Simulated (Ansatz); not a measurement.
# C₃H₉GaO: vertical ionisation energy

The task here is to estimate one member of a computed series from the others.

Program: Ansatz 0.2.0, Gaussian basis. Level of theory: unrestricted cation, the program's frozen cores in correlated methods. These are calculated values, not measurements.

The runs, in order: UKS PBE-D4/def2-TZVPP; UKS r2SCAN-D4/def2-TZVPP; UKS PBE0-D4/def2-TZVPP; UKS B3LYP-D4/def2-TZVPP; UKS wB97X-V/def2-TZVPP; UKS wB97M-V/def2-TZVPP; UKS B2PLYP/def2-TZVPP; UHF-CCSD(T)/def2-TZVPP; UHF-MP2/def2-QZVPP; then −ε(HOMO) from the neutral's earlier runs with LDA (SPW92), PBE-D4, revPBE-D4, BLYP-D4, r2SCAN-D4, B97M-V, PBE0-D4, B3LYP-D4, r2SCANh-D4, r2SCAN0-D4, HSE06-D4, BHLYP-D4, CAM-B3LYP-D4, LC-ωPBE, ωB97X-V, ωB97M-V.

## Structure used throughout

All runs share one geometry, relaxed beforehand with PBE0-D4 in a triple-zeta def2 set.

14 atoms, charge 0, spin multiplicity 1.

Atoms are counted from 1 here; the program's logs count them from 0.

Bond lengths: C1–O2 1.389 Å, C1–H6 1.097 Å, C1–H7 1.098 Å, C1–H8 1.097 Å, O2–Ga3 1.789 Å, C4–C5 1.518 Å, C4–H9 1.094 Å, C4–H10 1.093 Å, C4–H11 1.094 Å, C5–H12 1.093 Å, C5–H13 1.092 Å, C5–H14 1.092 Å. Angles: O2–C1–H6 110.6°, O2–C1–H7 111.8°, O2–C1–H8 110.9°, H6–C1–H7 107.8°, H6–C1–H8 107.8°, H7–C1–H8 107.7°, C1–O2–Ga3 160.4°, C5–C4–H9 111.4°, C5–C4–H10 111.5°, C5–C4–H11 111.5°, H9–C4–H10 107.3°, H9–C4–H11 107.7°, H10–C4–H11 107.2°, C4–C5–H12 111.5°, C4–C5–H13 111.4°, C4–C5–H14 111.3°, H12–C5–H13 107.7°, H12–C5–H14 107.2° and more.

Set-up of the first run:

Contents of in.yaml:

```yaml
crystal:
  periodic: [false, false, false]
  atoms:
    - {symbol: C, position_ang: [-1.947207, -0.951658, 0.599271]}
    - {symbol: O, position_ang: [-0.880543, -1.727153, 1.034020]}
    - {symbol: Ga, position_ang: [0.774295, -2.394875, 1.165994]}
    - {symbol: C, position_ang: [1.332448, 0.419524, -1.059835]}
    - {symbol: C, position_ang: [0.868292, 1.391257, 0.010221]}
    - {symbol: H, position_ang: [-2.839243, -1.571368, 0.447970]}
    - {symbol: H, position_ang: [-1.724549, -0.446463, -0.349493]}
    - {symbol: H, position_ang: [-2.196767, -0.179781, 1.337750]}
    - {symbol: H, position_ang: [0.544726, -0.292495, -1.321254]}
    - {symbol: H, position_ang: [1.618271, 0.939850, -1.977085]}
    - {symbol: H, position_ang: [2.202788, -0.154626, -0.729680]}
    - {symbol: H, position_ang: [0.567736, 0.868899, 0.921894]}
    - {symbol: H, position_ang: [1.658732, 2.096384, 0.277397]}
    - {symbol: H, position_ang: [0.007921, 1.973205, -0.328269]}
basis:
  gaussian: {orbitals: def2-TZVPP}
total_charge: 1
magnetization: {spin_polarized: true, initial_magnetization: 1}
hamiltonian: {xc: pbe, dispersion: d4}
```

Steps of the session up to this table: Cation, UKS PBE-D4/def2-TZVPP; Cation, UKS r2SCAN-D4/def2-TZVPP; Cation, UKS PBE0-D4/def2-TZVPP; Cation, UKS B3LYP-D4/def2-TZVPP; Cation, UKS wB97X-V/def2-TZVPP; Cation, UKS wB97M-V/def2-TZVPP; Cation, UKS B2PLYP (frozen core)/def2-TZVPP; Cation, UHF-CCSD(T)/def2-TZVPP; Cation, UHF-MP2/def2-QZVPP.

One of the session's tables, all rows but one given; the rest of the session is left out.

It belongs to the step «Ionisation energies side by side». For comparison, −ε(HOMO) of the neutral from earlier runs:

| functional | −ε(HOMO) (eV) |
| --- | --- |
| LDA (SPW92) | 6.17 |
| PBE-D4 | 5.98 |
| revPBE-D4 | 5.90 |
| BLYP-D4 | 5.88 |
| r2SCAN-D4 | 6.26 |
| B97M-V | 6.18 |
| PBE0-D4 | 7.11 |
| B3LYP-D4 | 6.97 |
| r2SCANh-D4 | 6.69 |
| r2SCAN0-D4 | ? |
| HSE06-D4 | 6.71 |
| BHLYP-D4 | 8.07 |
| CAM-B3LYP-D4 | 8.46 |
| LC-ωPBE | 9.66 |
| ωB97X-V | 9.36 |
| ωB97M-V | 9.33 |

Estimate the missing values for r2SCAN0-D4.

Worked estimate for «−ε(HOMO) (eV)». Against the share of exact exchange, r2SCAN-D4 (0, 6.26), r2SCANh-D4 (0.1, 6.69) give a slope of 4.30 per unit share; at 0.25 the line stands at 7.33.

**Answer.** −ε(HOMO) (eV): 7.31. In «−ε(HOMO) (eV)» the line misses by +0.02.
